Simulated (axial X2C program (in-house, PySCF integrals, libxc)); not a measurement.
# MoSe⁺: EOM-EA-CCSD levels

Wanted for MoSe⁺: EOM-EA-CCSD levels, at the two-component level.

Computed with an in-house X2C program for linear molecules on PySCF integrals. Level: two-component X2C with atomic mean-field terms, Mo dyall-acv3z, Se dyall-acv3z.

All values are calculated.

## 1. Set-up

File task.json:

```json
{"zs": [42, 34], "q": 1, "bas": ["dyall-acv3z", "dyall-acv3z"], "r0": 2.28, "eom": "ea", "thr": -2.0, "nmax": 92, "grid": [1, 0.96, 1.045, 0.92, 1.09, 1.15]}
```

Keys: zs atomic numbers; q charge; bas basis sets; r0 starting distance in Å; eom kind of EOM run; thr threshold in hartree for freezing inner shells (an s shell follows its p shell); nmax most natural virtual spinors; grid distances as factors.

Run with:

```
$ python soeom.py task.json out
```

After this run come: EOM-EA-CCSD at 2.228 Å.

**Question.** What will these runs give? Wanted: next root led by one particle; T1 of the reference.

As calculated:

| quantity | value |
| --- | --- |
| lowest root at 2.228 Å | Ω = 1/2, 13.610 eV |
| next root led by one particle | Ω = 1/2, about 4690 cm⁻¹ higher |
| T1 of the reference | 0.059 |

**Reading.** The added electron is bound by 13.61 eV in a spinor of 46% Mo dσ, 32% Mo sσ, 16% Se pσ. Errors of 0.1 to 0.3 eV are usual at this size, and roots led by higher excitations are left out, so the list is incomplete, and low states of that kind can be missing. T1 or the largest double amplitude of the reference is raised, which lowers the reliability.
